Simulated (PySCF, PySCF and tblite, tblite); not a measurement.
# C5H8BF2NO: a path driven as rotation about a bond, and NMR exchange

Aim: the barrier and rate of rotation about a bond in C5H8BF2NO (`BN1C=C(OC(F)F)CC1`), and what it does to NMR lines.

Computed with tblite 0.8.0 (tight binding) and PySCF 2.14.0 (DFT, with response routines of our own); each step states its level. Atoms count from 0 throughout.

### 1 The molecule as given

18 atoms, charge 0, multiplicity 1; geometry from: force field or distance geometry start.

Bonds of the start (Å): B0–H10 1.17, B0–H11 1.18, B0–N1 1.53, C2–C3 1.32, C2–H12 1.09, C3–C8 1.51, C3–O4 1.40, C5–F6 1.39, C5–F7 1.37, C5–H13 1.11, C8–C9 1.53, C8–H14 1.11, C8–H15 1.10, C9–H16 1.11, C9–H17 1.11, N1–C2 1.40, N1–C9 1.46, O4–C5 1.43.

### 2 GFN2-xTB relaxation, start minimum

Job settings and geometry (Å):

```
{"job": {"xc": "GFN2-xTB", "basis": "xTB", "kind": "relax"}, "charge": 0, "multiplicity": 1}
B      2.664700     1.075200    -0.292700
N      1.426500     0.215300    -0.039200
C      0.101000     0.611100    -0.232300
C     -0.747500    -0.349200     0.073100
O     -2.145000    -0.293300     0.005600
C     -2.865600     0.845900    -0.473600
F     -2.570900     1.071600    -1.809000
F     -4.209600     0.620400    -0.331700
C     -0.011500    -1.572400     0.558200
C      1.458100    -1.156100     0.474600
H      3.735900     0.649600    -0.090200
H      2.524400     2.176500    -0.697600
H     -0.197100     1.593900    -0.593000
H     -2.584900     1.741700     0.123900
H     -0.308800    -1.796500     1.605600
H     -0.233400    -2.430700    -0.097300
H      2.015900    -1.806100    -0.235400
H      1.939200    -1.190300     1.473400
```

On the command line:

```
> OMP_NUM_THREADS=1 python ens_run.py task.json out
```

The driver reads the study from task.json and runs its stages one after another.

The log of the run:

```text
step      E/eV     max force
  0    -884.00088    3.899
  1    -884.38788    1.135
  2    -884.48520    1.282
  3    -884.54689    0.783
  4    -884.59208    0.478
  5    -884.61881    0.447
  6    -884.65130    0.407
  7    -884.66990    0.377
  8    -884.68321    0.272
  9    -884.68890    0.155
 10    -884.69156    0.133
 11    -884.69344    0.113
 12    -884.69529    0.094
 13    -884.69671    0.083
 14    -884.69760    0.071
 15    -884.69818    0.054
 16    -884.69870    0.050
 17    -884.69917    0.063
 18    -884.69950    0.042
 19    -884.69968    0.033
 20    -884.69983    0.026
 21    -884.70000    0.046
 22    -884.70020    0.052
 23    -884.70041    0.038
 24    -884.70061    0.030
 25    -884.70082    0.034
 26    -884.70103    0.034
 27    -884.70125    0.032
 28    -884.70149    0.038
 29    -884.70177    0.047
 30    -884.70211    0.049
 31    -884.70245    0.040
 32    -884.70272    0.034
 33    -884.70291    0.032
 34    -884.70305    0.027
 35    -884.70318    0.027
 36    -884.70333    0.039
 37    -884.70352    0.045
 38    -884.70379    0.044
 39    -884.70415    0.067
 40    -884.70458    0.073
 41    -884.70502    0.053
 42    -884.70536    0.043
 43    -884.70556    0.028
 44    -884.70566    0.024
 45    -884.70575    0.022
 46    -884.70583    0.022
 47    -884.70592    0.018
 48    -884.70598    0.016
 49    -884.70602    0.018
 50    -884.70606    0.021
 51    -884.70610    0.021
 52    -884.70616    0.023
 53    -884.70623    0.028
 54    -884.70632    0.028
 55    -884.70643    0.028
 56    -884.70655    0.030
 57    -884.70665    0.020
 58    -884.70671    0.021
 59    -884.70676    0.015
 60    -884.70680    0.018
 61    -884.70683    0.010
 62    -884.70684    0.008
 63    -884.70685    0.008
 64    -884.70686    0.009
 65    -884.70688    0.010
 66    -884.70689    0.009
 67    -884.70690    0.006
 68    -884.70690    0.005
 69    -884.70691    0.006
 70    -884.70691    0.005
 71    -884.70692    0.004
 72    -884.70692    0.005
 73    -884.70692    0.004
 74    -884.70693    0.005
 75    -884.70693    0.005
 76    -884.70693    0.005
 77    -884.70694    0.005
 78    -884.70694    0.005
 79    -884.70695    0.005
 80    -884.70695    0.004
 81    -884.70695    0.003
 82    -884.70696    0.003
```

Wall time 0.42 s (1 thread of Arm Neoverse V2, shared host).

Relaxing gained 0.706 eV and moved the atoms by 0.14 Å on average (rms).

### 3 Relaxed scan, rotation

Job settings and geometry (Å):

```
{"job": {"xc": "GFN2-xTB", "basis": "xTB", "coordinate": [["t", [10, 0, 1, 2], 0.25], ["t", [10, 0, 1, 9], 0.25], ["t", [11, 0, 1, 2], 0.25], ["t", [11, 0, 1, 9], 0.25]], "kind": "drive"}, "charge": 0, "multiplicity": 1}
B      2.553198     1.049943    -0.252032
N      1.426931     0.263853    -0.065622
C      0.111297     0.616001    -0.354752
C     -0.750619    -0.347003    -0.033356
O     -2.128684    -0.388798    -0.147429
C     -2.747236     0.780321    -0.400175
F     -2.607913     1.161589    -1.697382
F     -4.060177     0.608743    -0.203679
C     -0.048302    -1.544082     0.540719
C      1.423634    -1.101181     0.473365
H      3.596552     0.610064     0.042260
H      2.426993     2.127000    -0.688781
H     -0.079933     1.575932    -0.796568
H     -2.398014     1.626974     0.223540
H     -0.383815    -1.740592     1.560511
H     -0.246730    -2.437453    -0.052251
H      2.008074    -1.749408    -0.183663
H      1.895983    -1.105585     1.457971
```

The log of the run:

```text
point  coordinate     E/eV
  0     14.100     -884.65539
  1     28.300     -884.51048
  2     42.600     -884.27780
  3     57.300     -883.98820
  4     72.700     -883.68154
  5     89.300     -883.46390
  6    107.400     -883.67629
  7    122.800     -883.98440
  8    137.500     -884.27831
  9    151.800     -884.50647
 10    166.000     -884.65785
 11    180.000     -884.70490
```

It took 2.3 s on 1 thread of Arm Neoverse V2, shared host.

The highest point is number 5, 27.5 kcal/mol above the first.

### 4 Nudged elastic band, leg 1

Changed since step 3:

```diff
@@ -1,2 +1,2 @@
-{"job": {"xc": "GFN2-xTB", "basis": "xTB", "coordinate": [["t", [10, 0, 1, 2], 0.25], ["t", [10, 0, 1, 9], 0.25], ["t", [11, 0, 1, 2], 0.25], ["t", [11, 0, 1, 9], 0.25]], "kind": "drive"}, "charge": 0, "multiplicity": 1}
+{"job": {"xc": "GFN2-xTB", "basis": "xTB", "kind": "neb"}, "charge": 0, "multiplicity": 1}
 B      2.553198     1.049943    -0.252032
```

The log of the run:

```text
image   E - E0 / eV
  0       0.0000
  1       0.3355
  2       1.2573
  3       0.7621
  4       0.1629
  5       0.0189
  6       0.0000
```

Wall time 3.2 s (1 thread of Arm Neoverse V2, shared host); peak memory 0.2 GiB.

The highest point is number 2, 29.0 kcal/mol above the first.

### 5 Saddle search, leg 1

Job settings and geometry (Å):

```
{"job": {"xc": "GFN2-xTB", "basis": "xTB", "kind": "saddle"}, "charge": 0, "multiplicity": 1}
B      2.602392     1.010688    -0.315432
N      1.379108     0.340813     0.085616
C      0.103286     0.609567    -0.362440
C     -0.753404    -0.371384    -0.066321
O     -2.129206    -0.449390    -0.286684
C     -2.766722     0.721285    -0.416842
F     -2.613168     1.256745    -1.662968
F     -4.083597     0.509581    -0.277965
C     -0.051852    -1.511648     0.622066
C      1.399990    -1.000747     0.681423
H      3.131064     0.737877    -1.330116
H      3.082190     1.811900     0.396860
H     -0.087746     1.535514    -0.874062
H     -2.451240     1.503554     0.303198
H     -0.467733    -1.692035     1.614402
H     -0.143356    -2.436133     0.049812
H      2.084616    -1.653449     0.127926
H      1.765380    -0.922737     1.711526
```

The log of the run:

```text
step      E/eV     max force
  0    -883.44969   0.0456
  1    -883.45579   0.1101
  2    -883.45265   0.0505
  3    -883.45528   0.0146
  4    -883.45706   0.0687
  5    -883.45639   0.0234
  6    -883.45722   0.0085
  7    -883.45784   0.0180
  8    -883.45803   0.0247
  9    -883.45804   0.0064
 10    -883.45805   0.0010
lowest wavenumbers (cm-1): -782.1 43.2 55.9 95.4 105.7 133.6
```

Wall time 2.8 s (1 thread of Arm Neoverse V2, shared host); peak memory 0.2 GiB.

Point group C1; 1 imaginary mode, 782i cm⁻¹, carried by H10, H11. Steps downhill from it reached both ends.

### 6 Saddle search, other pyramid

Job settings and geometry (Å):

```
{"job": {"xc": "GFN2-xTB", "basis": "xTB", "kind": "saddle"}, "charge": 0, "multiplicity": 1}
B      2.587700     1.012558    -0.297240
N      1.367932     0.390337     0.199770
C      1.328553    -0.513528     1.246716
C      0.133743    -0.551894     1.841996
O     -0.325341    -1.390536     2.856710
C      0.302824    -2.569115     2.968918
F      1.485048    -2.461827     3.641563
F     -0.456882    -3.392005     3.706490
C     -0.812339     0.433054     1.209454
C      0.117644     1.165199     0.225241
H      3.025833     0.709651    -1.346759
H      3.140785     1.799467     0.374347
H      2.203963    -1.097762     1.464370
H      0.535000    -3.061106     2.002980
H     -1.626996    -0.085042     0.698010
H     -1.252285     1.104641     1.946428
H      0.316153     2.191889     0.558002
H     -0.294997     1.211353    -0.786046
```

The log of the run:

```text
step      E/eV     max force
  0    -883.45465   0.1449
  1    -883.45805   0.0120
  2    -883.45805   0.0000
lowest wavenumbers (cm-1): -782.0 43.1 56.0 95.4 105.7 133.6
```

Run time: 2.2 s. Hardware: 1 thread of Arm Neoverse V2, shared host; peak memory 0.2 GiB.

Point group C1; 1 imaginary mode, 782i cm⁻¹, carried by H11, H10. Steps downhill from it reached both ends.

### 7 Shieldings, start: CAM-B3LYP/pcSseg-1

Job settings and geometry (Å):

```
{"job": {"kind": "nmr", "xc": "CAM-B3LYP", "basis": "pcSseg-1", "pop": false}, "charge": 0, "multiplicity": 1}
B      2.553198     1.049943    -0.252032
N      1.426931     0.263853    -0.065622
C      0.111297     0.616001    -0.354752
C     -0.750619    -0.347003    -0.033356
O     -2.128684    -0.388798    -0.147429
C     -2.747236     0.780321    -0.400175
F     -2.607913     1.161589    -1.697382
F     -4.060177     0.608743    -0.203679
C     -0.048302    -1.544082     0.540719
C      1.423634    -1.101181     0.473365
H      3.596552     0.610064     0.042260
H      2.426993     2.127000    -0.688781
H     -0.079933     1.575932    -0.796568
H     -2.398014     1.626974     0.223540
H     -0.383815    -1.740592     1.560511
H     -0.246730    -2.437453    -0.052251
H      2.008074    -1.749408    -0.183663
H      1.895983    -1.105585     1.457971
```

The log of the run:

```text
coarse grid: 15800 points
cycle   1  E = -549.3464042510  dE =  1.994e+00  |g| = 9.283e-01  |ddm| = 3.785e+00
cycle   2  E = -549.3150050263  dE =  3.140e-02  |g| = 1.116e+00  |ddm| = 1.061e+00
cycle   3  E = -549.5012897798  dE = -1.863e-01  |g| = 5.736e-02  |ddm| = 5.426e-01
cycle   4  E = -549.5018231704  dE = -5.334e-04  |g| = 2.747e-02  |ddm| = 6.048e-02
cycle   5  E = -549.5019529136  dE = -1.297e-04  |g| = 7.720e-03  |ddm| = 2.203e-02
cycle   6  E = -549.5019620961  dE = -9.183e-06  |g| = 2.951e-03  |ddm| = 6.187e-03
final grid: 155632 points
cycle   7  E = -549.5972944987  dE = -4.737e-05  |g| = 6.433e-03  |ddm| = 2.219e-02
cycle   8  E = -549.5972920024  dE =  2.496e-06  |g| = 7.908e-03  |ddm| = 8.471e-03
cycle   9  E = -549.5973017565  dE = -9.754e-06  |g| = 4.724e-04  |ddm| = 4.207e-03
cycle  10  E = -549.5973017912  dE = -3.467e-08  |g| = 2.835e-04  |ddm| = 5.157e-04
cycle  11  E = -549.5973018071  dE = -1.594e-08  |g| = 8.261e-05  |ddm| = 2.617e-04
cycle  12  E = -549.5973018084  dE = -1.319e-09  |g| = 1.938e-05  |ddm| = 6.924e-05
cycle  13  E = -549.5973018085  dE = -1.062e-10  |g| = 7.280e-06  |ddm| = 2.712e-05
converged SCF energy = -549.5973018085

GIAO shielding tensors (ppm)
atom      isotropic    diamagn.    paramagn.     s11        s22        s33       span
  0 B       61.132     195.590    -134.459     26.851     39.084    117.460     90.609
  1 N       94.257     326.648    -232.391    -20.428    135.727    167.473    187.900
  2 C       57.107     255.539    -198.432    -19.306     75.685    114.944    134.250
  3 C       30.832     257.687    -226.855    -60.562     74.148     78.909    139.470
  4 O      181.920     400.277    -218.357    126.263    185.017    234.480    108.218
  5 C       60.415     240.754    -180.339     42.237     64.707     74.299     32.062
  6 F      267.702     474.660    -206.958    191.474    253.941    357.691    166.217
  7 F      274.584     465.518    -190.934    178.688    294.127    350.938    172.251
  8 C      150.769     249.186     -98.417    123.171    157.898    171.237     48.065
  9 C      134.706     244.049    -109.343    100.168    132.316    171.634     71.467
 10 H       27.047      30.513      -3.466     24.617     26.723     29.799      5.182
 11 H       26.958      31.453      -4.494     24.348     26.704     29.824      5.476
 12 H       25.628      34.259      -8.632     22.606     24.740     29.536      6.930
 13 H       25.252      28.977      -3.725     22.638     24.779     28.339      5.701
 14 H       28.722      29.639      -0.918     24.534     27.514     34.117      9.582
 15 H       28.697      29.232      -0.535     24.518     27.462     34.109      9.590
 16 H       27.646      28.976      -1.330     22.994     27.261     32.682      9.688
 17 H       27.691      29.227      -1.536     23.182     27.288     32.604      9.422
```

Run time: 38 s. Hardware: 1 thread of Arm Neoverse V2, shared host; peak memory 1.1 GiB.

This run: HOMO -7.60 eV, LUMO 0.66 eV; dipole 2.24 D.

### 8 Shieldings, saddle of leg 1: CAM-B3LYP/pcSseg-1

Job settings and geometry (Å):

```
{"job": {"kind": "nmr", "xc": "CAM-B3LYP", "basis": "pcSseg-1", "pop": false}, "charge": 0, "multiplicity": 1}
B      2.587700     1.012558    -0.297240
N      1.367932     0.390337     0.199770
C      0.107329     0.631064    -0.317481
C     -0.740902    -0.372753    -0.080297
O     -2.105275    -0.464281    -0.352020
C     -2.759754     0.700876    -0.453506
F     -2.591750     1.282357    -1.676319
F     -4.075441     0.465080    -0.345432
C     -0.055519    -1.490687     0.658470
C      1.404682    -1.003566     0.668771
H      3.025833     0.709651    -1.346759
H      3.140785     1.799467     0.374347
H     -0.082786     1.564877    -0.814368
H     -2.466369     1.460963     0.298285
H     -0.461623    -1.595316     1.667329
H     -0.173192    -2.446722     0.148705
H      2.028824    -1.610611     0.000810
H      1.849527    -1.033293     1.666936
```

The log of the run:

```text
coarse grid: 15800 points
cycle   1  E = -549.2881222689  dE =  1.944e+00  |g| = 9.352e-01  |ddm| = 3.841e+00
cycle   2  E = -549.2529460361  dE =  3.518e-02  |g| = 1.127e+00  |ddm| = 1.075e+00
cycle   3  E = -549.4429899068  dE = -1.900e-01  |g| = 5.210e-02  |ddm| = 5.566e-01
cycle   4  E = -549.4434078897  dE = -4.180e-04  |g| = 2.929e-02  |ddm| = 5.520e-02
cycle   5  E = -549.4435566115  dE = -1.487e-04  |g| = 9.582e-03  |ddm| = 2.684e-02
cycle   6  E = -549.4435727163  dE = -1.610e-05  |g| = 3.733e-03  |ddm| = 9.337e-03
cycle   7  E = -549.4435756310  dE = -2.915e-06  |g| = 5.900e-04  |ddm| = 3.606e-03
final grid: 155632 points
cycle   8  E = -549.5386260019  dE = -4.571e-05  |g| = 6.130e-03  |ddm| = 1.984e-02
cycle   9  E = -549.5386246058  dE =  1.396e-06  |g| = 7.052e-03  |ddm| = 1.042e-02
cycle  10  E = -549.5386331627  dE = -8.557e-06  |g| = 5.322e-04  |ddm| = 5.016e-03
cycle  11  E = -549.5386332074  dE = -4.466e-08  |g| = 3.314e-04  |ddm| = 6.806e-04
cycle  12  E = -549.5386332329  dE = -2.550e-08  |g| = 8.565e-05  |ddm| = 3.375e-04
cycle  13  E = -549.5386332356  dE = -2.740e-09  |g| = 2.877e-05  |ddm| = 1.289e-04
cycle  14  E = -549.5386332367  dE = -1.052e-09  |g| = 1.350e-05  |ddm| = 8.703e-05
cycle  15  E = -549.5386332373  dE = -6.457e-10  |g| = 6.706e-06  |ddm| = 9.924e-05
converged SCF energy = -549.5386332373

GIAO shielding tensors (ppm)
atom      isotropic    diamagn.    paramagn.     s11        s22        s33       span
  0 B       10.330     191.968    -181.638    -72.502     -4.689    108.181    180.684
  1 N      185.697     332.132    -146.435    124.617    139.366    293.108    168.491
  2 C       62.674     256.168    -193.494    -17.186     66.064    139.144    156.330
  3 C       36.412     256.197    -219.785    -47.117     72.724     83.630    130.747
  4 O      191.862     400.326    -208.464    132.174    196.837    246.576    114.402
  5 C       58.877     241.248    -182.371     41.679     58.702     76.251     34.572
  6 F      263.761     475.195    -211.434    182.001    249.129    360.152    178.151
  7 F      270.452     465.688    -195.237    173.717    287.458    350.181    176.464
  8 C      152.415     247.937     -95.523    127.656    159.679    169.910     42.254
  9 C      140.588     243.484    -102.895    119.163    131.091    171.511     52.347
 10 H       24.591      29.992      -5.401     20.949     26.216     26.608      5.659
 11 H       24.600      29.876      -5.276     22.053     25.641     26.105      4.051
 12 H       26.288      33.585      -7.298     23.299     26.725     28.839      5.540
 13 H       25.423      28.993      -3.570     22.873     24.922     28.474      5.601
 14 H       28.566      29.624      -1.058     24.414     27.142     34.143      9.729
 15 H       28.619      29.204      -0.585     24.635     27.052     34.170      9.535
 16 H       28.480      29.222      -0.743     23.745     26.979     34.715     10.970
 17 H       28.326      28.567      -0.241     23.761     26.526     34.690     10.929
```

Run time: 47 s. Hardware: 1 thread of Arm Neoverse V2, shared host; peak memory 1.1 GiB.

Key values: HOMO -6.66 eV, LUMO -0.96 eV; dipole 3.30 D.

Orbitals, density, ELF and potential are computed afterwards from the orbital file.

Frontier orbitals at CAM-B3LYP/pcSseg-1, with the share of their density that lies nearest to each atom:

```csv
orbital,energy (eV),lies on
HOMO,-6.66,N1 35 %; C3 24 %; C2 11 %
LUMO,-0.96,"B0 50 %; H10, H11 about 15 % each"
```

ELF in a plane through or near 9 of the atoms.

Ten even steps from ' ' (0.00) to '@' (1.00):
```
                                                        
                                                        
                                                        
                                                        
              ::::..      --%%**      ....              
            ::++++::      %%@@@@..  ::++==::            
            --**--  ......@@@@@@..  ::++++::            
            ..--  --%%**==**@@%%    ..==--    ::        
              ..  ##%%++%%::::==    --..::--****::      
                  ==**--##==%%%%::::**==--****%%--      
                  --##%%::..++--****##**==##**%%::      
                ::++::..**==%%==++%%%%++  **##++..      
                --**....@@--%%##..**%%**  ::--::        
                ..==--++**::----  ..==--                
                  ......==****--                        
                        ..--::..                        
                                                        
                                                        
                                                        
                                                        
```
The map spans 13.4 Å across and 9.8 Å up, centred on the molecule. Atoms in the plane (x, y in Å): B0 (-2.4, 1.4), N1 (-1.3, 0.5), C2 (0.0, 0.7), C3 (0.7, -0.4), C5 (2.8, 0.4), F7 (4.1, 0.0), C8 (-0.2, -1.6), C9 (-1.6, -1.0), H12 (0.3, 1.7).

On the surface of density 0.002 e/bohr³ the electrostatic potential runs, from the 1st to the 99th percentile, from -1.04 V near O4 to 2.08 V near B0.

### 9 The path in numbers

Job settings and geometry (Å):

```
{"job": {"smiles": "BN1C=C(OC(F)F)CC1", "charge": 0, "mult": 1, "motion": "rotation", "what": "aminoborane", "atoms": [0, 1], "drives": [{"terms": [["t", [10, 0, 1, 2], 0.25], ["t", [10, 0, 1, 9], 0.25], ["t", [11, 0, 1, 2], 0.25], ["t", [11, 0, 1, 9], 0.25]], "by": 180, "n": 12}], "flip": [0, 1], "study": "path", "level": {"kind": "nmr", "xc": "CAM-B3LYP", "basis": "pcSseg-1"}, "fields": [100, 800, 900], "first": 3, "seed": 535, "kind": "path"}, "charge": 0, "multiplicity": 1}
B      2.553198     1.049943    -0.252032
N      1.426931     0.263853    -0.065622
C      0.111297     0.616001    -0.354752
C     -0.750619    -0.347003    -0.033356
O     -2.128684    -0.388798    -0.147429
C     -2.747236     0.780321    -0.400175
F     -2.607913     1.161589    -1.697382
F     -4.060177     0.608743    -0.203679
C     -0.048302    -1.544082     0.540719
C      1.423634    -1.101181     0.473365
H      3.596552     0.610064     0.042260
H      2.426993     2.127000    -0.688781
H     -0.079933     1.575932    -0.796568
H     -2.398014     1.626974     0.223540
H     -0.383815    -1.740592     1.560511
H     -0.246730    -2.437453    -0.052251
H      2.008074    -1.749408    -0.183663
H      1.895983    -1.105585     1.457971
```

The log of the run:

```text
stationary points (kcal/mol above the start)
  n  kind          group   xTB      DFT    lowest mode
  0  minimum      C1       0.00     0.00      51.8
  1  saddle       C1      28.80    36.82    -782.1
  2  minimum      C1       0.00     0.00      52.2

GFN2-xTB energies: T/K, barrier G, reaction G (kcal/mol), k forward, k back (1/s)
 150.00    26.74     0.01   6.97e-27    7.1e-27
 200.00    26.67     0.01   6.05e-17   6.15e-17
 250.00    26.59     0.01   5.87e-11   5.95e-11
 298.15    26.53     0.01   4.45e-07   4.51e-07
 350.00    26.46     0.01   0.000437   0.000442
 400.00    26.40     0.01     0.0624      0.063
 500.00    26.31     0.01       66.1       66.7

CAM-B3LYP/pcSseg-1 + D3(BJ) energies: T/K, barrier G, reaction G (kcal/mol), k forward, k back (1/s)
 150.00    34.75     0.00   1.45e-38   1.47e-38
 200.00    34.68     0.01   1.05e-25   1.06e-25
 250.00    34.61     0.01   5.75e-18   5.82e-18
 298.15    34.55     0.01    5.9e-13   5.97e-13
 350.00    34.48     0.01    4.3e-09   4.34e-09
 400.00    34.42     0.01    2.6e-06   2.62e-06
 500.00    34.32     0.01     0.0207     0.0208
```

It took 100 s on 1 thread of Arm Neoverse V2, shared host; peak memory 1.1 GiB. This counts the whole study up to here.

Barriers by level (kcal/mol; entropies in cal/(mol K)). Zero-point and thermal terms come from xTB in every row. ΔG‡ leaves symmetry out; the rate counts equivalent paths (a factor of 2); effective ΔG‡, where given, is the barrier that would give that rate by Eyring's equation alone:

```csv
level,ΔE‡,with zero-point,ΔH‡,ΔS‡,ΔG‡ (298 K),ΔE of reaction,k at 298 K (1/s),effective ΔG‡
GFN2-xTB,28.80,26.83,26.95,1.4,26.53,0.00,4.4e-07,26.12
CAM-B3LYP/pcSseg-1 + D3(BJ),36.82,34.85,34.97,1.4,34.55,0.00,5.9e-13,34.14
```

Sites that the driver pairs across this motion, and where their lines would merge (no couplings; faster rotations or exchange between molecules can average them sooner):

```csv
nucleus,sites: shielding (ppm),proton frequency (MHz),spread (Hz),coalescence (K),lines at 298 K
¹H,H10: 27.05; H11: 26.96,100,9,616,2
¹H,H10: 27.05; H11: 26.96,800,70,665,2
¹H,H10: 27.05; H11: 26.96,900,79,668,2
```

(Part 1 of 2 ends here.)
